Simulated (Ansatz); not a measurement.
# MgCd2S3: the cost of one run

Method: DFT HSE06, scalar-relativistic, plane waves, PAW, in Ansatz 0.2.0.

1 further run of the same task is left out (set aside as unsound or not needed). Runs told in other sessions of the task aren't counted.

## (1) The structure to begin with

Symmetry: P3m1, No. 156, trigonal system. The conventional cell has a = 4.139 Å, b = 4.139 Å, c = 10.121 Å, α = 90.00°, β = 90.00°, γ = 120.00°. Around Mg (site symmetry 3m) lie 4 S at 2.46 to 2.50 Å. Around Cd (site symmetry 3m) lie 4 S at 2.55 to 2.57 Å. Cd (site symmetry 3m) has 4 S at 2.55 to 2.56 Å in its first shell of neighbours. S (site symmetry 3m) is surrounded by 4 Cd at 2.55 to 2.56 Å. S (site symmetry 3m) has 1 Mg at 2.46 Å and 3 Cd at 2.55 Å in its first shell of neighbours. S (site symmetry 3m) has 3 Mg at 2.50 Å and 1 Cd at 2.57 Å in its first shell of neighbours.

Structure file:

```cif
data_structure
_symmetry_space_group_name_H-M 'P 1'
_symmetry_Int_Tables_number 1
_cell_length_a 4.1392
_cell_length_b 4.1392
_cell_length_c 10.1207
_cell_angle_alpha 90.000
_cell_angle_beta 90.000
_cell_angle_gamma 120.000
_cell_volume 150.17
loop_
_atom_site_label
_atom_site_type_symbol
_atom_site_fract_x
_atom_site_fract_y
_atom_site_fract_z
_atom_site_occupancy
Mg1 Mg 0.00000 0.00000 0.33126 1
Cd1 Cd 0.33333 0.66667 0.00527 1
Cd2 Cd 0.66667 0.33333 0.66333 1
S1 S 0.66667 0.33333 0.91641 1
S2 S 0.00000 0.00000 0.57478 1
S3 S 0.33333 0.66667 0.25895 1
```

The cell was relaxed beforehand at this level, from a generated guess; it is a trial structure. At a tolerance of 0.02 Å it has space group P3m1 (No. 156); it has 25.03 Å³/atom, an uncorrected energy of -0.91 eV/atom over the elements and, on its mesh, gap 1.53 eV.

## (2) Level of theory: HSE06

input.yaml reads:

```yaml
crystal:
  lattice:
    - [4.1392128867, -2.89e-08, 0.0]
    - [-2.0696064183, 3.584663526, 0.0]
    - [0.0, 0.0, 10.1206946]
  atoms:
    - { symbol: Mg, position: [0.0, 0.0, 0.33126] }
    - { symbol: Cd, position: [0.3333333333, 0.6666666667, 0.005268] }
    - { symbol: Cd, position: [0.6666666667, 0.3333333333, 0.663333] }
    - { symbol: S, position: [0.6666666667, 0.3333333333, 0.916409] }
    - { symbol: S, position: [0.0, 0.0, 0.574779] }
    - { symbol: S, position: [0.3333333333, 0.6666666667, 0.258951] }
basis:
  ecutwfc: 420
kpoints:
  mp_grid: { grid: [6, 6, 2] }
  band_path:
    path:
      - [[0.0, 0.0, 0.0], [0.5, 0.0, 0.0], [0.33333333, 0.33333333, 0.0], [0.0, 0.0, 0.0], [0.0, 0.0, 0.5], [0.5, 0.0, 0.5], [0.33333333, 0.33333333, 0.5], [0.0, 0.0, 0.5]]
      - [[0.5, 0.0, 0.5], [0.5, 0.0, 0.0]]
      - [[0.33333333, 0.33333333, 0.5], [0.33333333, 0.33333333, 0.0]]
    npoints: 4
hamiltonian:
  xc: hse06
scf:
  occupations: { method: gaussian, width: 0.02 }
output:
  forces: true
  stress: true
  eigenvalues: true
  populations: true
  dos: { projected: true, de: 0.02 }
  bader: false
  write_density: true
  write_potential: true
  elf: true
  volumetric_format: npy
```

Run with:

```bash
$ ansatz run input.yaml --threads 4 --pin off --max-ram 8192MiB --backend cpu --events-out ev --progress --plain --runs-dir out
```

Q: Estimate wall time and peak memory on 4 threads of Intel Xeon 6975P-C (Granite Rapids), shared host.

About 3.9 min, with a peak of 2.9 GiB.
